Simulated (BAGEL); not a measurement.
**C3H3FO (SMILES C=CC(=O)F): HF/6-31G(d) (density fitting with qzvpp-jkfit, spherical functions)**

What is the electronic atomisation energy of C3H3FO at HF/6-31G* (density fitting with qzvpp-jkfit, spherical functions)? 

Program for the calculation: BAGEL 1.2.2.

12 further runs of the same task are left out: 12 set aside as unsound or not needed.

## Step 1: The molecule

The species is C3H3FO (8 atoms), meant as a singlet with charge 0. SMILES: `C=CC(=O)F`. The coordinates come from a GFN2-xTB relaxation. This is one conformer, not always the lowest.

Bond lengths: C1–C2 1.328 Å, C2–C3 1.462 Å, C3–O4 1.183 Å, C3–F5 1.368 Å, C1–H6 1.077 Å, C1–H7 1.078 Å, C2–H8 1.080 Å. Angles: C1–C2–C3 123.4°, C2–C3–O4 128.9°, C2–C3–F5 112.2°, O4–C3–F5 118.9°, C1–C2–H8 122.6°, C3–C2–H8 114.0°, C2–C1–H6 121.6°, C2–C1–H7 121.6°, H6–C1–H7 116.9°.

## Step 2: The energy at HF/6-31G(d) (density fitting with qzvpp-jkfit, spherical functions)

File job.json:

```json
{ "bagel" : [

{
  "title" : "molecule",
  "basis" : "6-31gs.json",
  "df_basis" : "qzvpp-jkfit",
  "angstrom" : true,
  "geometry" : [
    { "atom" : "C", "xyz" : [      -0.777660,       0.835380,       0.434810 ] },
    { "atom" : "C", "xyz" : [      -0.286490,      -0.385060,       0.253240 ] },
    { "atom" : "C", "xyz" : [       0.904670,      -0.663360,      -0.547350 ] },
    { "atom" : "O", "xyz" : [       1.416800,      -1.704690,      -0.779260 ] },
    { "atom" : "F", "xyz" : [       1.453160,       0.474260,      -1.072030 ] },
    { "atom" : "H", "xyz" : [      -1.658160,       1.006080,       1.030340 ] },
    { "atom" : "H", "xyz" : [      -0.313040,       1.702010,      -0.007310 ] },
    { "atom" : "H", "xyz" : [      -0.739260,      -1.264630,       0.687570 ] }
  ]
},

{ "title" : "hf" },

{ "title" : "print", "file" : "orbitals.molden", "orbitals" : true }

]}
```

The basis set 6-31G* is read from a file made from the Basis Set Exchange's data (not shown).

Command:

```bash
$ BAGEL_NUM_THREADS=1 BAGEL job.json > job.out
```

Output:

```text
* using 1 threads per process

  ===============================================================
  ===============================================================

  *** Geometry ***

  { "atom" : "C", "xyz" : [     -1.469564,      1.578639,      0.821672 ] },
  { "atom" : "C", "xyz" : [     -0.541388,     -0.727658,      0.478554 ] },
  { "atom" : "C", "xyz" : [      1.709579,     -1.253569,     -1.034342 ] },
  { "atom" : "O", "xyz" : [      2.677364,     -3.221397,     -1.472588 ] },
  { "atom" : "F", "xyz" : [      2.746074,      0.896222,     -2.025843 ] },
  { "atom" : "H", "xyz" : [     -3.133468,      1.901216,      1.947060 ] },
  { "atom" : "H", "xyz" : [     -0.591560,      3.216333,     -0.013814 ] },
  { "atom" : "H", "xyz" : [     -1.396999,     -2.389804,      1.299319 ] },

  Number of auxiliary basis functions:      433

  Since a DF basis is specified, we compute 2- and 3-index integrals:
    o Being stored without compression. Storage requirement is 0.020 GB

  Number of basis functions:       76
  Number of electrons      :       38

    * METHOD: MOLECULE                             0.47

  *** RHF ***

  === Nuclear Repulsion ===
   161.1561537749

      * DIIS with orbital gradients will be used.

  === RHF iteration (6-31gs.json) ===
      0       -289.39776327          0.02409006           0.10
      1       -289.53626846          0.01756214           0.10
      2       -289.63525819          0.00215794           0.10
      3       -289.63766188          0.00094356           0.10
      4       -289.63812207          0.00025502           0.10
      5       -289.63819282          0.00013610           0.09
      6       -289.63821218          0.00005850           0.07
      7       -289.63821691          0.00001633           0.07
      8       -289.63821707          0.00000600           0.09
      9       -289.63821709          0.00000298           0.10
     10       -289.63821709          0.00000138           0.08
     11       -289.63821709          0.00000039           0.07
     12       -289.63821709          0.00000020           0.08
     13       -289.63821709          0.00000009           0.09
     14       -289.63821709          0.00000003           0.09
     15       -289.63821709          0.00000001           0.08
     16       -289.63821709          0.00000001           0.08
    * SCF iteration converged.

    * Permanent dipole moment:
           (    1.153697,    -0.767989,    -0.711648) a.u.

    * METHOD: HF                                   1.77

    * METHOD: PRINT                                0.02

  ===============================================================
```

Wall time 2.6 s (1 thread of Intel Xeon Platinum 8259CL at 2.50GHz (Skylake/Cascade Lake), shared host); peak memory 0.095 GiB.

## Step 3: The C atom at the same level

File job.json:

```json
{ "bagel" : [

{
  "title" : "molecule",
  "basis" : "6-31gs.json",
  "df_basis" : "qzvpp-jkfit",
  "angstrom" : true,
  "geometry" : [
    { "atom" : "C", "xyz" : [    0.000000,    0.000000,    0.000000 ] }
  ]
},
{ "title" : "uhf", "nopen" : 2 },
{ "title" : "print", "file" : "orbitals.molden", "orbitals" : true }

]}
```

The basis set 6-31G* is read from a file made from the Basis Set Exchange's data (not shown).

Run the same way, it converges to -37.68057 Eh (log not shown).

## Step 4: The F atom, same level

File hf.json:

```json
{ "bagel" : [

{
  "title" : "molecule",
  "basis" : "6-31gs.json",
  "df_basis" : "qzvpp-jkfit",
  "angstrom" : "true",
  "geometry" : [
    { "atom" : "F", "xyz" : [       0.000000,       0.000000,       0.000000 ] }
  ]
},

{
  "title" : "uhf",
  "nopen" : 1
},

{
  "title" : "print",
  "file" : "orbitals.molden",
  "orbitals" : "true"
}

]}
```

The basis set 6-31G* is read from a file made from the Basis Set Exchange's data (not shown).

Command:

```bash
$ BAGEL_NUM_THREADS=1 BAGEL hf.json > hf.out
```

Output:

```text
* using 1 threads per process

  ===============================================================
  ===============================================================

  *** Geometry ***

  { "atom" : "F", "xyz" : [      0.000000,      0.000000,      0.000000 ] },

  Number of auxiliary basis functions:       77

  Since a DF basis is specified, we compute 2- and 3-index integrals:
    o Being stored without compression. Storage requirement is 0.000 GB

  Number of basis functions:       14
  Number of electrons      :        9

    * METHOD: MOLECULE                             0.03

  *** Open-shell HF ***

  === Nuclear Repulsion ===
     0.0000000000

      * DIIS with orbital gradients will be used.

  === UHF iteration (6-31gs.json) ===
      0        -99.35310012          0.02986600           0.00
      1        -99.36234410          0.00996997           0.00
      2        -99.36325570          0.00368777           0.00
      3        -99.36337650          0.00059431           0.00
      4        -99.36339993          0.00009761           0.00
      5        -99.36340149          0.00000362           0.00
      6        -99.36340154          0.00000121           0.00
      7        -99.36340154          0.00000045           0.00
      8        -99.36340154          0.00000005           0.00
      9        -99.36340154          0.00000000           0.00
    * SCF iteration converged.

    * S^2 (UHF) is 0.7526

    * Permanent dipole moment:
           (    0.000000,    -0.000000,    -0.000000) a.u.

    * METHOD: UHF                                  0.04

    * METHOD: PRINT                                0.00

  ===============================================================
```

It took 0.38 s on 1 thread of Intel Xeon Platinum 8259CL at 2.50GHz (Skylake/Cascade Lake), shared host.

## Step 5: The H atom at the same level

File calc.json:

```json
{ "bagel": [

{
  "title": "molecule",
  "basis": "6-31gs.json",
  "df_basis": "qzvpp-jkfit",
  "angstrom": true,
  "geometry": [
    { "atom": "H", "xyz": [    0.000000,    0.000000,    0.000000 ] }
  ]
},
{ "title": "uhf", "charge": 0, "nopen": 1 },
{ "title": "print", "file": "orbitals.molden", "orbitals": true }

]}
```

The basis set 6-31G* is read from a file made from the Basis Set Exchange's data (not shown).

Run the same way, it converges to -0.49823 Eh (log not shown).

## Step 6: The O atom

File input.json:

```json
{ "bagel": [

{
  "title": "molecule",
  "basis": "6-31gs.json",
  "df_basis": "qzvpp-jkfit",
  "angstrom": true,
  "geometry": [
    { "atom": "O", "xyz": [    0.000000,    0.000000,    0.000000 ] }
  ]
},
{
  "title": "uhf",
  "nopen": 2
},
{
  "title": "print",
  "file": "orbitals.molden",
  "orbitals": true
}

]}
```

The basis set 6-31G* is read from a file made from the Basis Set Exchange's data (not shown).

Run the same way, it converges to -74.78316 Eh (log not shown).

## Step 7: Results

Level: HF/6-31G* (density fitting with qzvpp-jkfit, spherical functions).

| quantity | value |
| --- | --- |
| molecule: total energy | -289.63822 Eh |
| molecule: dipole moment | 3.96 D |
| molecule: HOMO energy | -11.33 eV |
| molecule: LUMO energy | 2.25 eV |
| molecule: HOMO–LUMO gap | 13.58 eV |
| C atom: total energy | -37.68057 Eh |
| C atom: dipole moment | 0.00 D |
| C atom: ⟨S²⟩ | 2.005 |
| F atom: total energy | -99.36340 Eh |
| F atom: dipole moment | 0.00 D |
| F atom: ⟨S²⟩ | 0.753 |
| H atom: total energy | -0.49823 Eh |
| H atom: dipole moment | 0.00 D |
| H atom: ⟨S²⟩ | 0.750 |
| O atom: total energy | -74.78316 Eh |
| O atom: dipole moment | 0.00 D |
| O atom: ⟨S²⟩ | 2.006 |
| electronic atomisation energy | 25.993 eV |

Taking the molecule apart into free atoms costs 25.99 eV (599 kcal/mol), before zero-point energy and without spin-orbit coupling. Hartree–Fock lacks the correlation of the bonding pairs, which as a rule makes this value much too low; in minimal bases other errors can mask that.
